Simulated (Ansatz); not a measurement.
What does this script print? It uses the Ansatz DFT code, driven from Python.

The script, `freq_ch2bno.py`:
```python
"""Vibrations and zero-point energy of CH2BNO."""

import ansatz as az
import numpy as np


def main() -> None:
    geometry_ang = [
        ("B", (-0.3817, 0.891, -0.0634)),
        ("N", (0.4035, -0.0554, 0.7204)),
        ("C", (0.6022, -1.2165, 0.2564)),
        ("O", (0.9311, -2.3429, -0.1725)),
        ("H", (-0.8801, 0.6282, -1.1438)),
        ("H", (-0.633, 2.0316, 0.3567)),
    ]
    molecule = az.Crystal.molecule()
    for symbol, xyz in geometry_ang:
        molecule = molecule.atom(symbol, xyz)

    job = (
        molecule.calculation()
        .basis(gaussian="6-31G*")
        .functional("HF")
    )
    symbols = [site.symbol for site in molecule.cartesian_sites]
    start = np.array([site.position_ang for site in molecule.cartesian_sites], dtype=float)
    rep = job.relax(force_tolerance=0.003, max_steps=100).run().report
    end = np.array(rep["positions_ang"])

    print("final positions (A) and the move of each atom")
    for symbol, xyz, old in zip(symbols, end, start):
        print(f"{symbol:2s} {xyz[0]:10.5f} {xyz[1]:10.5f} {xyz[2]:10.5f}   {np.linalg.norm(xyz - old):7.4f}")

    # same settings at the minimum
    minimum = az.Crystal.molecule()
    for symbol, place in zip(symbols, end):
        minimum = minimum.atom(symbol, place.tolist())
    vibrating = (
        minimum.calculation()
        .basis(gaussian="6-31G*")
        .functional("HF")
        .phonons(temperatures=(100, 500, 100))
    )
    vib = vibrating.run().report["vibrations"]
    sums = vib["harmonic_sums"]
    modes = [m["omega_inv_cm"] for m in sums["modes_at_gamma"] if m["rigid_motion"] == "no"]
    print("frequencies (1/cm):", " ".join(f"{w:.0f}" for w in modes))
    print("imaginary modes:", sum(w < 0 for w in modes), " zero-point energy:", round(sums["zero_point_energy_ev"], 4), "eV")
    print("T (K)   F_vib (eV)   S_vib (meV/K)   C_vib (meV/K)")
    for row in zip(sums["temperatures_k"], sums["vibrational_free_energy_ev"], vib["entropy_ev_per_k"], vib["heat_capacity_ev_per_k"]):
        print(f"{row[0]:6.1f} {row[1]:11.4f} {1000 * row[2]:13.4f} {1000 * row[3]:15.4f}")


if __name__ == "__main__":
    main()
```

```console
$ python freq_ch2bno.py
final positions (A) and the move of each atom
B    -0.49139    0.95034   -0.19246    0.1795
N     0.14959   -0.28564    0.04530    0.7571
C     0.68422   -1.31649    0.24338    0.1300
O     1.20733   -2.32520    0.43726    0.6696
H    -1.08610    1.10769   -1.20734    0.5257
H    -0.42164    1.80530    0.62765    0.4115
frequencies (1/cm): 50 131 664 721 923 1035 1117 1365 1725 2568 2742 2826
imaginary modes: 0  zero-point energy: 0.9837 eV
T (K)   F_vib (eV)   S_vib (meV/K)   C_vib (meV/K)
 100.0      0.9766        0.1594          0.1481
 200.0      0.9543        0.2776          0.2054
 300.0      0.9216        0.3777          0.2975
 400.0      0.8788        0.4765          0.3928
 500.0      0.8263        0.5734          0.4765
```

The frequencies are harmonic and unscaled, in a modest basis. The whole script took 49 s on 1 thread of Arm Neoverse V1 (shared host), peak memory 0.21 GiB.
